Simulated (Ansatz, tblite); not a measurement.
# The cluster SnGe5: one state, many levels

Aim: run the singlet of the cluster SnGe5 at one geometry on many levels, and compare frontier levels, spin and run time.

Computed with Ansatz 0.2.0, Gaussian basis. Level: as each input shows.

Plan: GFN1-xTB, GFN2-xTB, PBE-D4/def2-TZVP, r2SCAN-D4/def2-TZVP, B97M-V/def2-TZVP, r2SCANh-D4/def2-TZVP, PBE-D4/def2-SVP, PBE0-D4/def2-SVP, PBE0-D4/def2-TZVPD, PBE-D4/def2-TZVPD, MP2/def2-TZVP, RPA/def2-TZVP.

12 further runs of the same task are left out: 9 that didn't finish, 3 set aside as unsound or not needed.

### 1 The structure

The geometry is that of the singlet, from an earlier relaxation (r2SCAN-D4/def2-SVP). At that level it is the lowest of the isomers that a small search found.

6 atoms, charge 0, spin multiplicity 1.

Bond lengths: Ge1–Ge3 2.548 Å, Ge1–Ge4 2.536 Å, Ge1–Ge5 2.536 Å, Ge1–Sn6 2.678 Å, Ge2–Ge3 2.548 Å, Ge2–Ge4 2.536 Å, Ge2–Ge5 2.536 Å, Ge2–Sn6 2.679 Å. Angles: Ge3–Ge1–Ge4 65.5°, Ge3–Ge1–Ge5 65.5°, Ge3–Ge1–Sn6 112.0°, Ge4–Ge1–Ge5 108.4°, Ge4–Ge1–Sn6 76.8°, Ge5–Ge1–Sn6 76.8°, Ge3–Ge2–Ge4 65.5°, Ge3–Ge2–Ge5 65.5°, Ge3–Ge2–Sn6 111.9°, Ge4–Ge2–Ge5 108.4°, Ge4–Ge2–Sn6 76.8°, Ge5–Ge2–Sn6 76.8°, Ge1–Ge3–Ge2 70.0° and more.

Geometry (Å):

```xyz
6
charge 0, multiplicity 1
Ge    1.0751    0.9887   -0.0642
Ge   -1.0784   -0.9860   -0.0577
Ge    0.0491   -0.0463    2.0256
Ge   -1.3845    1.5103    0.2685
Ge    1.3937   -1.5198    0.1321
Sn   -0.0550    0.0530   -2.3044
```

Sn takes a core potential in the def2 sets. No spin-orbit coupling is included.

PBE0-D4/def2-TZVP was run before; its log isn't repeated, and its numbers join the tables.

### 2 GFN1-xTB

Tight binding, by tblite at 300 K electronic temperature and without a spin-polarisation term:

```python
tblite.interface.Calculator('GFN1-xTB', numbers, positions, charge=0, uhf=0).singlepoint()
```

Energy -294.9186 eV, HOMO -9.73 eV, LUMO -8.66 eV; 0.031 s.

### 3 GFN2-xTB

Tight binding, by tblite at 300 K electronic temperature and without a spin-polarisation term:

```python
tblite.interface.Calculator('GFN2-xTB', numbers, positions, charge=0, uhf=0).singlepoint()
```

Energy -322.7910 eV, HOMO -8.49 eV, LUMO -6.79 eV; 0.11 s.

### 4 PBE-D4/def2-TZVP

start.molden holds the orbitals of an earlier run on this state, given as this run's starting guess.

Contents of in.yaml:

```yaml
crystal:
  periodic: [false, false, false]
  atoms:
    - {symbol: Ge, position_ang: [1.075059, 0.988682, -0.064162]}
    - {symbol: Ge, position_ang: [-1.078372, -0.985991, -0.057667]}
    - {symbol: Ge, position_ang: [0.049106, -0.046278, 2.025618]}
    - {symbol: Ge, position_ang: [-1.384487, 1.510321, 0.268498]}
    - {symbol: Ge, position_ang: [1.393656, -1.519772, 0.132131]}
    - {symbol: Sn, position_ang: [-0.054962, 0.053038, -2.304428]}
basis:
  gaussian: {orbitals: def2-TZVP, initial_orbitals: start.molden}
hamiltonian: {xc: pbe, dispersion: d4}
scf: {omitted_lower_state_checks: [starts]}
output: {orbitals: {seedname: orbitals}}
```

On the command line:

```sh
$ ansatz run in.yaml --threads 4 --pin off --events-out ev --progress --plain --max-ram 4787MiB
```

The runs that follow: r2SCAN-D4/def2-TZVP; B97M-V/def2-TZVP; r2SCANh-D4/def2-TZVP; PBE-D4/def2-SVP; PBE0-D4/def2-SVP; PBE0-D4/def2-TZVPD; PBE-D4/def2-TZVPD; MP2/def2-TZVP; RPA/def2-TZVP.

Q: Predict the results of all the runs planned. Wanted: gap in def2-TZVP, named functionals, smallest and largest; correlation energy, MP2/def2-TZVP; binding an atom, functionals in def2-TZVP; PBE0 total energy, smallest basis above largest.

As calculated:

| quantity | value |
| --- | --- |
| gap in def2-TZVP, named functionals, smallest and largest | 2.00 eV (PBE-D4), 3.39 eV (PBE0-D4) |
| correlation energy, MP2/def2-TZVP | -43.13 eV |
| binding an atom, functionals in def2-TZVP | 3.04 (r2SCANh-D4) to 3.19 eV (PBE-D4) |
| PBE0 total energy, smallest basis above largest | 35.79 eV (def2-SVP, def2-TZVPD) |

Orbital gaps of the named functionals in def2-TZVP span 2.00 eV (PBE-D4) to 3.39 eV (PBE0-D4); exact exchange widens it.
